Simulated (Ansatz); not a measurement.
# AlAsH (sextet): wave-function methods side by side, cc-pVDZ

Aim: climb from Hartree-Fock through coupled cluster for AlAsH (sextet) at one geometry and basis, and see what each rung misses.

Program: Ansatz 0.2.0, Gaussian basis. Level of theory: cc-pVDZ, core rule «outside noble gas», up to 19 orbitals frozen. These are calculated values, not measurements.

The runs, in order: UHF; CCSD(T) on ROHF; CCSD(T) on UHF; BCCD(T) on ROHF; CISD; CCSDT(Q) on ROHF; CCSDT(Q) on UHF; CCSDTQ on ROHF; CCSDTQ on UHF.

15 further runs of the same task are left out: 10 for a known fault of the program, 5 set aside as unsound or not needed.

## Step 1: The geometry

The geometry is a PBE0/def2-TZVP stationary point (not a proven minimum) of the parent state, kept for this charge and spin. No spin-orbit coupling is included. The filled d shell of As may be among the frozen orbitals whatever the setting's name suggests; the logs give the count.

3 atoms, charge 0, spin multiplicity 6.

Atoms are counted from 1 here; the program's logs count them from 0.

Bond lengths: Al1–As2 2.506 Å, As2–H3 1.536 Å. Angles: Al1–As2–H3 97.9°.

## Step 2: UHF

File in.yaml:

```yaml
crystal:
  periodic: [false, false, false]
  atoms:
    - {symbol: Al, position_ang: [0.000000, 0.029431, 1.850804]}
    - {symbol: As, position_ang: [0.000000, -0.030581, -0.654394]}
    - {symbol: H, position_ang: [0.000000, 1.485283, -0.902155]}
basis:
  gaussian: {orbitals: cc-pVDZ}
magnetization: {spin_polarized: true, initial_magnetization: 5}
hamiltonian: {xc: hf}
output: {orbitals: {seedname: orbitals}}
```

Run with:

```
ansatz run in.yaml --threads 1 --pin off --events-out ev --progress --plain --max-ram 4096MiB --backend cpu
```

Further steps of the session: CCSD(T) on ROHF; CCSD(T) on UHF; BCCD(T) on ROHF; CISD; CCSDT(Q) on ROHF; CCSDT(Q) on UHF; CCSDTQ on ROHF; CCSDTQ on UHF.

Before running them: what should the planned runs give, taken together? Wanted: UCCSDTQ below the RHF energy; RMP2 from UCCSDTQ; UMP2 from UCCSDTQ; RCCSD from UCCSDTQ; RCCSD(T) from UCCSDTQ; UCCSD(T) from UCCSDTQ; RCCSDT(Q) from UCCSDTQ; UCCSDT(Q) from UCCSDTQ; T1 diagnostic.

As calculated:

| quantity | value |
| --- | --- |
| UCCSDTQ below the RHF energy | -3.3998 eV |
| RMP2 from UCCSDTQ | +75.4 kJ/mol |
| UMP2 from UCCSDTQ | +76.1 kJ/mol |
| RCCSD from UCCSDTQ | +10.6 kJ/mol |
| RCCSD(T) from UCCSDTQ | +3.3 kJ/mol |
| UCCSD(T) from UCCSDTQ | +2.3 kJ/mol |
| RCCSDT(Q) from UCCSDTQ | +1.0 kJ/mol |
| UCCSDT(Q) from UCCSDTQ | +0.1 kJ/mol |
| levels within 1 kcal/mol (43 meV) | RCCSD(T), UCCSD(T), BCCD(T), RCCSDT, UCCSDT, RCCSDT(Q), UCCSDT(Q), RCCSDTQ |
| T1 diagnostic | 0.018 |

RCCSD(T) lands +3.3 kJ/mol from the yardstick (1.0 % of the correlation energy). These misses are within one basis, not against nature; the frozen cores of restricted and unrestricted runs differ, which can shift their rows.
